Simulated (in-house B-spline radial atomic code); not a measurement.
**Sr²⁺: excited configurations**

How much energy does it take to promote electrons of Sr²⁺ to other shells? Each configuration is solved by itself and compared with the reference.

Method: scalar-relativistic (spin-free one-electron X2C) B3LYP, spin-polarised, spherical fractional occupations, Fermi nucleus, basis-set limit. Code: in-house B-spline radial atomic code version 1.

**1. Starting point**

| Item | Value |
| --- | --- |
| element | strontium (Z = 38) |
| charge | +2 |
| electrons | 36 |
| configuration | [Ar] 3d10 4s2 4p6 |
| Hamiltonian | scalar-relativistic (X2C) |
| nucleus | Fermi, rms radius 4.224 fm |

The outer shells:

[Ar] 3d10 4s2 4p6
```
[Ar] core
3d [↑↓][↑↓][↑↓][↑↓][↑↓]
4s [↑↓]
4p [↑↓][↑↓][↑↓]
```

Where spins are not typed, each open shell is filled with up spins first.

**2. The reference configuration**

The run's settings:

```ini
Z = 38
electrons = 36.0
configuration = [Ar] 3d10 4s2 4p6
hamiltonian = x2c
method = b3lyp
spin_polarised = True
nucleus = fermi
rms_radius = 4.224
mass_number = 88
atomic_mass = 87.905612253
speed_of_light = 137.035999084
```

**3. Run with [Ar] 3d10 4s1 4p6 5s1**

Settings: those of step 2 with these lines changed.

```diff
@@ -2,3 +2,3 @@
 electrons = 36.0
-configuration = [Ar] 3d10 4s2 4p6
+configuration = [Ar] 3d10 4s1 4p6 5s1
 hamiltonian = x2c
```

Before running: How far above the reference does each configuration lie (order and size, in eV)?

The runs gave:

| net move | configuration | 2|M_S|+1 | energy above the reference (eV) | largest <r> (bohr) |
| --- | --- | --- | --- | --- |
| 4s → 5s | [Ar] 3d10 4s1 4p6 5s1 | 3 | 43.356 | 3.33 |

The promotion costs 43.356 eV. The reference has 2|M_S|+1 = 1; 1 of the configurations differ from it in spin. These are spherical averages at the typed spins, not spectroscopic levels.

Members of this set that are not shown: 13 used exact exchange with fractional occupations of an open shell, which is unsound here.
